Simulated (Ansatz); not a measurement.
# AgCl (SMILES [Cl][Ag]): single points off equilibrium

An exercise on one series of results from a longer session: the logs are not shown, and one member is left open.

Method: single points in def2-TZVPP; program: Ansatz 0.2.0, Gaussian basis.

Correlated methods freeze the cores. Filled d shells of the heavier atoms are correlated. Core potentials replace the inner electrons past krypton, and spin-orbit coupling is left out.

## Starting geometry

SMILES `[Cl][Ag]`, 2 atoms, charge 0, spin multiplicity 1.

Atoms are counted from 1 here; the program's logs count them from 0.

Bond lengths: Cl1–Ag2 2.226 Å.

Geometry (Å):

```
Cl    0.9533   -0.3089    0.5296
Ag   -0.9498    0.1123   -0.5446
```

The first run:

Contents of run/in.yaml:

```yaml
crystal:
  periodic: [false, false, false]
  atoms:
    - {symbol: Cl, position_ang: [0.953300, -0.308900, 0.529600]}
    - {symbol: Ag, position_ang: [-0.949800, 0.112300, -0.544600]}
basis:
  gaussian: {orbitals: def2-TZVPP}
correlation: {method: ccsd_t}
output: {forces: true}
```

The command line of these runs was not kept.

Among the steps run: CCSD(T)/def2-TZVPP; PBE0-D4/def2-TZVPP; wB97M-V/def2-TZVPP; r2SCAN-D4/def2-TZVPP; PBE-D4/def2-TZVPP; BLYP-D4/def2-TZVPP; r2SCANh-D4/def2-TZVPP.

One of the session's tables, all rows but one given; the rest of the session is left out.

| method | RMS force component (eV/Å) | dipole (D) |
| --- | --- | --- |
| CCSD(T) | ? | ? |
| PBE0-D4 | 0.425 | 5.40 |
| wB97M-V | 0.532 | 5.70 |
| r2SCAN-D4 | 0.331 | 5.13 |
| PBE-D4 | 0.383 | 4.69 |
| BLYP-D4 | 0.586 | 4.51 |
| r2SCANh-D4 | 0.358 | 5.34 |

**Question.** Estimate the row for CCSD(T).

**Answer.** RMS force component (eV/Å): 0.475; dipole (D): 5.68. In the column «RMS force component (eV/Å)» it lies between PBE0-D4 (0.425) and wB97M-V (0.532).
